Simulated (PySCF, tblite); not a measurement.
# C7H10OSi: geometry, infrared bands and NMR shifts

What infrared bands and NMR shifts should C7H10OSi (`C=C(C)c1coc([SiH3])c1`) show?

The runs use tblite 0.8.0 and PySCF 2.14.0, with density-fitted response routines of our own; the level of theory stands in each step. All values are computed, except where a source is named. Atoms are numbered from 0 throughout.

## (1) The molecule as given

19 atoms, charge 0, multiplicity 1; geometry from: force field or distance geometry start.

Bonds of the start (Å): C0–C1 1.34, C1–C2 1.50, C1–C3 1.44, C3–C4 1.38, C4–O5 1.35, O5–C6 1.38, C6–Si7 1.87, C6–C8 1.39, C8–C3 1.42, C0–H9 1.08, C0–H10 1.10, C2–H11 1.11, C2–H12 1.09, C2–H13 1.09, C4–H14 1.07, Si7–H15 1.49, Si7–H16 1.48, Si7–H17 1.49, C8–H18 1.09.

## (2) Geometry optimisation with GFN2-xTB

Job settings and geometry (Å):

```
{"job": {"kind": "relax", "xc": "GFN2-xTB", "basis": "xTB"}, "charge": 0, "multiplicity": 1}
C     -1.973800     1.690800     0.644500
C     -1.722600     0.424800     0.295300
C     -2.829300    -0.585400     0.199100
C     -0.401100    -0.073100     0.017900
C     -0.067400    -1.371400    -0.318400
O      1.265300    -1.494400    -0.518000
C      1.849400    -0.263700    -0.290700
Si     3.699800    -0.109100    -0.465800
C      0.839900     0.622100     0.051300
H     -1.211300     2.445200     0.739900
H     -2.999700     2.022900     0.845000
H     -3.815500    -0.133900     0.422800
H     -2.908000    -0.988000    -0.809300
H     -2.693400    -1.407700     0.900100
H     -0.635100    -2.269400    -0.476500
H      4.389600    -1.012300     0.497600
H      4.104700     1.289700    -0.176300
H      4.111500    -0.451200    -1.857300
H      0.987300     1.673400     0.291100
```

On the command line:

```sh
$ OMP_NUM_THREADS=1 python probes_run.py task.json out
```

The driver reads the jobs from task.json and runs them one after another.

**Question.** This job is followed by: GFN2-xTB harmonic vibrations, gas phase; GIAO PBE0/pcSseg-1 NMR shielding, non-relativistic, gas phase. What will the session give for the following? strongest single infrared mode (GFN2-xTB); zero-point energy (GFN2-xTB); ¹³C shifts against TMS (PBE0/pcSseg-1); ¹H shifts against TMS (PBE0/pcSseg-1, means over atoms taken as alike); ¹⁷O shifts against H2O (PBE0/pcSseg-1); ²⁹Si shifts against TMS (PBE0/pcSseg-1).

As calculated:

| quantity | value |
| --- | --- |
| strongest single infrared mode (GFN2-xTB) | 2252 cm⁻¹, 394 km/mol |
| zero-point energy (GFN2-xTB) | 89.0 kcal/mol |
| ¹³C shifts against TMS (PBE0/pcSseg-1) | 154.3, 150.9, 141.9, 134.4, 128.0, 116.3, 23.7 ppm |
| ¹H shifts against TMS (PBE0/pcSseg-1, means over atoms taken as alike) | 7.76, 7.36, 5.67, 5.32, 4.45, 2.13 ppm |
| ¹⁷O shifts against H2O (PBE0/pcSseg-1) | 315.9 ppm |
| ²⁹Si shifts against TMS (PBE0/pcSseg-1) | -86.8 ppm |

Over 24 steps the energy fell by 0.090 eV; of the close pairs, Si7–H17 changed most, 1.491 to 1.465 Å. All 51 modes are real, so the xTB geometry is a minimum. The strongest single mode, at 2252 cm⁻¹, moves mainly H17 and H15. Unscaled tight-binding wavenumbers are off by several per cent, some by more. Its intensities can rank the bands wrongly. At PBE0/pcSseg-1: The widest tensor belongs to O5: span 361 ppm, with a paramagnetic part of -380 ppm. NICS(1)zz of -24 ppm above the planar ring from C3 marks a diatropic (aromatic) ring current.
